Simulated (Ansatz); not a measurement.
Consider vertical spin-state energies of HSb (charge -1) (the Python package of Ansatz (0.2.0)).

Contents of `hsb.xyz`:
```text
2

Sb    0.00000    0.00000    0.00000
H     0.00000    0.00000    1.78500
```

Script `spin_hsb.py`:
```python
# -*- coding: utf-8 -*-
"""Vertical spin-state energies of HSb(-)."""

import logging
import sys

import ansatz

logging.basicConfig(stream=sys.stdout, format="%(levelname)s:%(name)s:%(message)s")
logger = logging.getLogger("ansatz_job")
logger.setLevel(logging.INFO)

geometry = ansatz.Crystal.molecule_from_extxyz("hsb.xyz")

base = geometry.calculation().basis(gaussian="x2c-TZVPPall").correlation("ccsd_t").charge(-1)
found = {}
for unpaired in [1, 3, 5]:
    rep = base.spin("collinear", total=unpaired).run(threads=1, pin="off").report
    s = unpaired / 2
    found[unpaired] = rep["free_energy_ev"]
    logger.info(f"2S+1 = {unpaired + 1}: E = {found[unpaired]:.5f} eV, <S^2> = {abs(rep['mean_field']['state']['spin_squared']):.3f} (pure state {s * (s + 1):.2f})")
lowest = min(found, key=found.get)
for unpaired, e in found.items():
    logger.info(f"multiplicity {unpaired + 1}: {23.060548 * (e - found[lowest]):.1f} kcal/mol above the lowest")
```

Which spin state is lowest at this geometry, and how far above lie the others?

In order: multiplicity 2 (+0.00 eV), multiplicity 4 (+2.70 eV) and multiplicity 6 (+11.48 eV), all at the one geometry.

The run itself:

```console
$ python spin_hsb.py
INFO:ansatz_job:2S+1 = 2: E = -176303.19273 eV, <S^2> = 0.764 (pure state 0.75)
INFO:ansatz_job:2S+1 = 4: E = -176300.49461 eV, <S^2> = 3.764 (pure state 3.75)
INFO:ansatz_job:2S+1 = 6: E = -176291.71653 eV, <S^2> = 8.755 (pure state 8.75)
INFO:ansatz_job:multiplicity 2: 0.0 kcal/mol above the lowest
INFO:ansatz_job:multiplicity 4: 62.2 kcal/mol above the lowest
INFO:ansatz_job:multiplicity 6: 264.6 kcal/mol above the lowest
```

Notes:
- Total energies depend on the basis set; only differences at equal settings carry meaning.
- The geometry is a force-field or estimated start, not a minimum of this method, and the basis set is short of its limit. All parts are taken at fixed geometry, without zero-point energy.
- The species is open-shell (spin multiplicity 2).
- Spin-orbit coupling, which mixes and shifts the spin states of heavy atoms, is left out.
- S² is that of the Hartree-Fock reference.
- Anions want diffuse functions, which this basis lacks.
- Hardware and time: 36 s on 1 thread of Arm Neoverse V2, with other jobs on the host, peak memory 0.3 GiB.
